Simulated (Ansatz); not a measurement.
**C6H16FGeNO2: one species, many methods**

One table from this session's results is given with a row withheld; the runs are named, their logs left out.

Method: functionals in def2-TZVPP, the program's frozen cores in correlated methods; program: Ansatz 0.2.0, Gaussian basis.

Levels to be run: LDA (SPW92), PBE-D4, revPBE-D4, BLYP-D4, r2SCAN-D4, B97M-V, PBE0-D4, B3LYP-D4, r2SCANh-D4, r2SCAN0-D4, HSE06-D4, BHLYP-D4, CAM-B3LYP-D4, LC-ωPBE, ωB97X-V, ωB97M-V, B2PLYP, PBE-QIDH; CCSD(T)/def2-SVP; CCSD(T)/def2-TZVPP; MP2/def2-QZVPP; extrapolation to the limit; RPA on PBE.

### The relaxed structure

The geometry comes from an earlier relaxation with PBE0-D4 in a triple-zeta def2 set; it is a stationary point, not always the lowest conformer.

27 atoms, charge 0, spin multiplicity 1.

Atoms are counted from 1 here; the program's logs count them from 0.

Bond lengths: C1–C2 1.521 Å, C1–H12 1.093 Å, C1–H13 1.092 Å, C1–H14 1.093 Å, C2–N3 1.453 Å, C2–H15 1.092 Å, C2–H16 1.098 Å, N3–C4 1.452 Å, N3–Ge6 1.807 Å, C4–C5 1.515 Å, C4–H17 1.100 Å, C4–H18 1.098 Å, C5–H19 1.094 Å, C5–H20 1.092 Å, C5–H21 1.092 Å, Ge6–F7 1.737 Å, Ge6–O8 1.746 Å, Ge6–O10 1.752 Å and more. Angles: C2–C1–H12 110.7°, C2–C1–H13 111.8°, C2–C1–H14 110.5°, H12–C1–H13 108.3°, H12–C1–H14 107.8°, H13–C1–H14 107.6°, C1–C2–N3 115.0°, C1–C2–H15 109.2°, C1–C2–H16 109.6°, N3–C2–H15 108.7°, N3–C2–H16 107.5°, H15–C2–H16 106.6°, C2–N3–C4 115.5°, C2–N3–Ge6 120.1°, C4–N3–Ge6 120.6°, N3–C4–C5 113.1°, N3–C4–H17 111.9°, N3–C4–H18 107.3° and more.

The first run:

in.yaml

```yaml
crystal:
  periodic: [false, false, false]
  atoms:
    - {symbol: C, position_ang: [-0.244339, -2.763945, 0.330175]}
    - {symbol: C, position_ang: [-1.184111, -1.570821, 0.254206]}
    - {symbol: N, position_ang: [-0.539735, -0.272901, 0.362864]}
    - {symbol: C, position_ang: [-0.021307, 0.059017, 1.677761]}
    - {symbol: C, position_ang: [0.341893, 1.522824, 1.822094]}
    - {symbol: Ge, position_ang: [0.104831, 0.544638, -1.114151]}
    - {symbol: F, position_ang: [-0.422680, -0.461481, -2.428372]}
    - {symbol: O, position_ang: [-0.488437, 2.164185, -1.387890]}
    - {symbol: C, position_ang: [-1.876915, 2.415353, -1.317878]}
    - {symbol: O, position_ang: [1.841189, 0.753474, -1.221660]}
    - {symbol: C, position_ang: [2.680003, -0.378773, -1.124021]}
    - {symbol: H, position_ang: [0.461795, -2.752613, -0.504016]}
    - {symbol: H, position_ang: [0.325436, -2.771848, 1.262169]}
    - {symbol: H, position_ang: [-0.808319, -3.698760, 0.278856]}
    - {symbol: H, position_ang: [-1.736964, -1.608666, -0.686238]}
    - {symbol: H, position_ang: [-1.928952, -1.637427, 1.058263]}
    - {symbol: H, position_ang: [0.853078, -0.555029, 1.940838]}
    - {symbol: H, position_ang: [-0.801644, -0.192048, 2.408405]}
    - {symbol: H, position_ang: [1.146638, 1.811980, 1.140025]}
    - {symbol: H, position_ang: [-0.519230, 2.164194, 1.624056]}
    - {symbol: H, position_ang: [0.691509, 1.720625, 2.837230]}
    - {symbol: H, position_ang: [-2.330667, 1.975702, -0.421848]}
    - {symbol: H, position_ang: [-2.398209, 2.027410, -2.199447]}
    - {symbol: H, position_ang: [-2.014838, 3.497599, -1.281365]}
    - {symbol: H, position_ang: [2.512609, -0.939475, -0.196380]}
    - {symbol: H, position_ang: [3.712339, -0.024494, -1.128466]}
    - {symbol: H, position_ang: [2.543327, -1.059025, -1.971509]}
basis:
  gaussian: {orbitals: def2-TZVPP}
hamiltonian: {xc: lda}
output: {orbitals: {seedname: orbitals}}
```

Among the steps run: LDA; PBE-D4 (GGA); revPBE-D4 (GGA); BLYP-D4 (GGA); r2SCAN-D4 (meta-GGA); B97M-V (meta-GGA); PBE0-D4 (hybrid); B3LYP-D4 (hybrid); r2SCANh-D4 (hybrid); r2SCAN0-D4 (hybrid); HSE06-D4 (hybrid); BHLYP-D4 (hybrid); CAM-B3LYP-D4 (range-separated); LC-ωPBE (range-separated); ωB97X-V (range-separated); ωB97M-V (range-separated); B2PLYP (double hybrid); PBE-QIDH (double hybrid).

One of the session's tables, all rows but one given; the rest of the session is left out.

It belongs to the step «Frontier levels by functional». 

| functional | HOMO (eV) | LUMO (eV) | gap (eV) |
| --- | --- | --- | --- |
| LDA (SPW92) | ? | ? | ? |
| PBE-D4 | -5.32 | -0.57 | 4.75 |
| revPBE-D4 | -5.25 | -0.41 | 4.84 |
| BLYP-D4 | -5.21 | -0.51 | 4.71 |
| r2SCAN-D4 | -5.58 | -0.18 | 5.40 |
| B97M-V | -5.74 | -0.32 | 5.41 |
| PBE0-D4 | -6.68 | 0.52 | 7.21 |
| B3LYP-D4 | -6.47 | 0.19 | 6.66 |
| r2SCANh-D4 | -6.09 | 0.21 | 6.30 |
| r2SCAN0-D4 | -6.87 | 0.76 | 7.63 |
| HSE06-D4 | -6.28 | 0.15 | 6.43 |
| BHLYP-D4 | -8.00 | 1.42 | 9.42 |
| CAM-B3LYP-D4 | -8.08 | 1.49 | 9.58 |
| LC-ωPBE | -9.41 | 2.84 | 12.25 |
| ωB97X-V | -9.09 | 2.59 | 11.68 |
| ωB97M-V | -9.02 | 2.24 | 11.25 |

Estimate the missing values for LDA (SPW92).

The run gave: HOMO (eV): -5.49; LUMO (eV): -0.91; gap (eV): 4.57. In the column «HOMO (eV)» it lies between r2SCAN-D4 (-5.58) and PBE-D4 (-5.32).
